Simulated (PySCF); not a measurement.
# BrCu2F2H12N4 ([(NH3)2FCu(mu-Br)Cu(NH3)2F]+): the cost of one run

Computed with PySCF 2.14.0 and routines of our own; the level stands in each step. Atoms count from 0.

### Step 1. The system as given

21 atoms, charge 1, high-spin multiplicity 3; geometry from: idealised, bond lengths from ionic radii.

The system (corner-sharing dimer): [(NH3)2FCu(mu-Br)Cu(NH3)2F]+. The metals (Cu(II), Cu(II)) are 4.45 Å apart; the bridge angle is 131°; the spin sites are atom 0 (1 unpaired) and atom 1 (1 unpaired).

### Step 2. Magnetic exchange: PBE0/def2-SVP H:def2-SV(P) in water

The job: settings as JSON, then the geometry in Å.

```
{"job": {"kind": "bs", "xc": "PBE0", "basis": {"default": "def2-SVP", "H": "def2-SV(P)"}, "grid": 1, "solvent": "water"}, "charge": 1, "high_spin_multiplicity": 3, "spin_sites": [[[0], 1], [[1], 1]]}
Cu    -2.328300     0.091900     0.587000
Cu     2.125500     0.091900     0.587000
Br    -0.101400     1.113800     0.587000
N     -4.146000    -0.742300     0.587000
H     -4.479800    -0.895400     1.538700
H     -4.823500    -0.146400     0.111200
H     -4.136100    -1.644500     0.111300
F     -2.328300     0.091900     2.467000
N     -2.328300     0.091900    -1.413000
H     -1.655400     0.764800    -1.780200
H     -2.082000    -0.827300    -1.780200
H     -3.247500     0.338200    -1.780200
N      3.943200    -0.742300     0.587000
H      4.276900    -0.895400     1.538700
H      3.933200    -1.644500     0.111200
H      4.620700    -0.146400     0.111300
F      1.571000    -1.116400     1.916400
N      2.715300     1.377200    -0.827200
H      3.473900     1.970400    -0.490900
H      3.048900     0.884200    -1.655500
H      1.948000     1.985000    -1.114100
```

Level: PBE0/def2-SVP H:def2-SV(P) high-spin and broken-symmetry single points, IEF-PCM water.

Command:

```console
> OMP_NUM_THREADS=1 python exch_run.py task.json out
```

This one command runs all jobs of the session in turn.

**Question.** How long does this first job take on 1 thread of Intel Xeon Platinum 8259CL at 2.50GHz, shared host, and how much memory does it need?

About 97 s, with a peak of 1.2 GiB.
